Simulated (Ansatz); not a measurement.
**SiGeH₂+ (doublet): wave-function methods side by side, cc-pVTZ**

An exercise on one series of results from a longer session: the logs are not shown, and one member is left open.

Computed with Ansatz 0.2.0, Gaussian basis. Level: cc-pVTZ, core rule «outside noble gas», up to 19 orbitals frozen.

The runs, in order: UHF; CCSD(T) on ROHF; CCSD(T) on UHF; BCCD(T) on ROHF; CCSDT(Q) on ROHF; CCSDT(Q) on UHF; CASSCF and MRCISD+Q, 9 electrons in 10 orbitals; CASSCF and NEVPT2, 9 electrons in 10 orbitals.

4 further runs of the same task are left out: 4 set aside as unsound or not needed.

## The system

The geometry is a PBE0/def2-TZVP stationary point (not a proven minimum) of the parent state, kept for this charge and spin. No spin-orbit coupling is included. The filled d shell of Ge may be among the frozen orbitals whatever the setting's name suggests; the logs give the count.

4 atoms, charge 1, spin multiplicity 2.

Atoms are counted from 1 here; the program's logs count them from 0.

Bond lengths: Si1–Ge2 2.167 Å, Si1–H3 1.493 Å, Si1–H4 1.620 Å, Ge2–H4 1.851 Å. Angles: Ge2–Si1–H3 163.0°, Ge2–Si1–H4 56.3°, H3–Si1–H4 106.7°, Si1–Ge2–H4 46.8°, Si1–H4–Ge2 76.9°.

As a file:

```xyz
4
GeH2Si
Si    0.0000    0.0746    1.5249
Ge    0.0000   -0.0064   -0.6402
H     0.0000   -0.3073    2.9682
H     0.0000   -1.3061    0.6773
```

The first run:

The input, in.yaml:

```yaml
crystal:
  periodic: [false, false, false]
  atoms:
    - {symbol: Si, position_ang: [0.000000, 0.074574, 1.524925]}
    - {symbol: Ge, position_ang: [0.000000, -0.006445, -0.640181]}
    - {symbol: H, position_ang: [0.000000, -0.307349, 2.968212]}
    - {symbol: H, position_ang: [0.000000, -1.306134, 0.677331]}
basis:
  gaussian: {orbitals: cc-pVTZ}
total_charge: 1
magnetization: {spin_polarized: true, initial_magnetization: 1}
hamiltonian: {xc: hf}
output: {orbitals: {seedname: orbitals}}
```

Command:

```bash
> ansatz run in.yaml --threads 1 --pin off --events-out ev --progress --plain --max-ram 2816MiB --backend cpu
```

Among the steps run: UHF; CCSD(T) on ROHF; CCSD(T) on UHF; BCCD(T) on ROHF; CCSDT(Q) on ROHF; CCSDT(Q) on UHF; CASSCF and MRCISD+Q, 9 electrons in 10 orbitals; CASSCF and NEVPT2, 9 electrons in 10 orbitals.

One of the session's tables, all rows but one given; the rest of the session is left out.

```
          method  from UCCSDT(Q) (meV)
            ROHF               +6170.7
             UHF               +6082.8
            RMP2               +1197.8
            UMP2               +1220.6
           RCCSD                +342.8
           UCCSD                +339.0
        RCCSD(T)                 +60.3
        UCCSD(T)                 +60.3
         BCCD(T)                 +59.9
          RCCSDT                 +19.0
          UCCSDT                 +17.7
       RCCSDT(Q)                  +1.8
       UCCSDT(Q)                     0
  CASSCF valence               +3794.3
  NEVPT2 valence                +885.4
  MRCISD valence                     ?
MRCISD+Q valence                 +25.2
```

**Question.** Estimate the row for MRCISD valence.

As computed: from UCCSDT(Q) (meV): +281.2. In the column «from UCCSDT(Q) (meV)» it lies between UCCSD(T) (+60.3) and UCCSD (+339.0).

Caveats from the session: Restricted and unrestricted rows rest on different reference determinants; where their highest levels disagree by more than a few hundredths of an eV, they describe different states and don't form one ladder.
